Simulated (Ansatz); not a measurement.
# H3NO2SW: the cost of one run

The runs use Ansatz 0.2.0, Gaussian basis; the settings change from run to run.

**1. The geometry**

The structure was relaxed beforehand with PBE0-D4 in a triple-zeta def2 set. W takes a core potential in def2 sets; no spin-orbit term is included.

SMILES `[NH2][W](=[O])([OH])=[S]`, 8 atoms, charge 0, spin multiplicity 1.

Atoms are counted from 1 here; the program's logs count them from 0.

Bond lengths: N1–W2 1.929 Å, N1–H6 1.009 Å, N1–H7 1.009 Å, W2–O3 1.699 Å, W2–O4 1.885 Å, W2–S5 2.141 Å, O4–H8 0.960 Å. Angles: W2–N1–H6 124.2°, W2–N1–H7 122.8°, H6–N1–H7 111.9°, N1–W2–O3 106.9°, N1–W2–O4 110.7°, N1–W2–S5 108.4°, O3–W2–O4 109.8°, O3–W2–S5 111.8°, O4–W2–S5 109.3°, W2–O4–H8 123.3°.

**2. BLYP/def2-TZVP**

Set apart from the defaults: finite nuclei, D4 dispersion, high accuracy.

File in.yaml:

```yaml
crystal:
  periodic: [false, false, false]
  atoms:
    - {symbol: N, position_ang: [-0.715896, 1.156715, 0.497790]}
    - {symbol: W, position_ang: [0.488026, -0.170892, -0.216573]}
    - {symbol: O, position_ang: [1.666667, -0.460045, 0.972042]}
    - {symbol: O, position_ang: [-0.435999, -1.768798, -0.600313]}
    - {symbol: S, position_ang: [1.350063, 0.599280, -2.018975]}
    - {symbol: H, position_ang: [-1.189502, 1.850935, -0.060170]}
    - {symbol: H, position_ang: [-0.792254, 1.351385, 1.484946]}
    - {symbol: H, position_ang: [-0.371104, -2.558569, -0.058738]}
basis:
  gaussian: {orbitals: def2-TZVP, nuclear_model: gaussian}
hamiltonian: {xc: {name: BLYP}, dispersion: d4}
accuracy: high
```

Run with:

```bash
ansatz run in.yaml --threads 4 --pin off --events-out ev --progress --plain --max-ram 10444MiB
```

Q: Estimate wall time and peak memory on 4 threads of Arm Neoverse V2, shared host.

About 6.5 s, with a peak of 0.83 GiB.
